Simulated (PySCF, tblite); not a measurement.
**C₈H₉P: geometry, infrared bands and NMR shifts**

What infrared bands and NMR shifts should C₈H₉P (`c1ccc2c(c1)CCP2`) show?

Computed with tblite 0.8.0 and PySCF 2.14.0, with density-fitted response routines of our own, on a single molecule in the gas phase. Atoms are numbered from 0 throughout.

### Step 1. The starting structure

18 atoms, charge 0, multiplicity 1; geometry from: force field or distance geometry start.

Bonds of the start (Å): C0–C1 1.37, C1–C2 1.36, C2–C3 1.39, C3–C4 1.37, C4–C5 1.40, C4–C6 1.46, C6–C7 1.50, C7–P8 1.91, C5–C0 1.38, P8–C3 1.86, C0–H9 1.07, C1–H10 1.07, C2–H11 1.06, C5–H12 1.09, C6–H13 1.13, C6–H14 1.13, C7–H15 1.11, C7–H16 1.10, P8–H17 1.45.

### Step 2. Optimising the geometry with GFN2-xTB

Job settings and geometry (Å):

```
{"job": {"kind": "relax", "xc": "GFN2-xTB", "basis": "xTB"}, "charge": 0, "multiplicity": 1}
C      2.326300     0.683300     0.081900
C      2.458600    -0.515200    -0.566600
C      1.352900    -1.271600    -0.774400
C      0.116500    -0.792700    -0.368200
C     -0.065200     0.391500     0.287300
C      1.095400     1.147900     0.494800
C     -1.431900     0.723000     0.670800
C     -2.394500     0.205400    -0.360600
P     -1.594400    -1.518100    -0.512800
H      3.183900     1.292300     0.271700
H      3.414100    -0.885300    -0.883700
H      1.415200    -2.209400    -1.268200
H      1.012800     2.107900     1.010700
H     -1.687200     0.148800     1.610100
H     -1.587500     1.822200     0.863200
H     -3.434100     0.133100     0.012200
H     -2.296400     0.758200    -1.307600
H     -1.893400    -2.215000     0.727800
```

The run is started by

```
$ OMP_NUM_THREADS=1 python probes_run.py task.json out
```

One launch serves the whole session: the jobs run in the order shown.

**Question.** This job is followed by: GFN2-xTB harmonic vibrations, gas phase; GIAO PBE0/pcSseg-1 NMR shielding, non-relativistic, gas phase. Predict these results of the whole session: strongest single infrared mode (GFN2-xTB); zero-point energy (GFN2-xTB); 13C shifts against TMS (PBE0/pcSseg-1); 1H shifts against TMS (PBE0/pcSseg-1, means over atoms taken as alike); 31P shifts against H3PO4 (PBE0/pcSseg-1); surface potential, 1st and 99th percentile.

The runs gave:

| quantity | value |
| --- | --- |
| strongest single infrared mode (GFN2-xTB) | 2184 cm⁻¹, 192 km/mol |
| zero-point energy (GFN2-xTB) | 89.0 kcal/mol |
| 13C shifts against TMS (PBE0/pcSseg-1) | 155.5, 144.2, 137.3, 134.0, 131.9, 129.4, 42.6, 27.6 ppm |
| 1H shifts against TMS (PBE0/pcSseg-1, means over atoms taken as alike) | 8.01, 7.64, 7.53, 7.49, 4.34, 3.32, 2.07 ppm |
| 31P shifts against H3PO4 (PBE0/pcSseg-1) | -86.9 ppm |
| surface potential, 1st and 99th percentile | -1.04 V and 0.83 V |

What this shows: Relaxing lowered the energy by 0.786 eV in 60 steps; the close pair that moved most is P8–H17, from 1.454 to 1.409 Å. All 48 modes are real, so the xTB geometry is a minimum. The strongest single mode, at 2184 cm⁻¹, moves mainly H17. GFN2-xTB is a fitted tight-binding method: band positions and strengths are rough. Its intensities can rank the bands wrongly. NICS(1)zz of -27 ppm above the planar ring from C0 marks a diatropic (aromatic) ring current. At PBE0/pcSseg-1, counted by nearest atom on the grid, the HOMO lies on P8 32 %; C3 15 %, the LUMO on C0, C3 about 20 % each; C2, C5 about 12 % each.
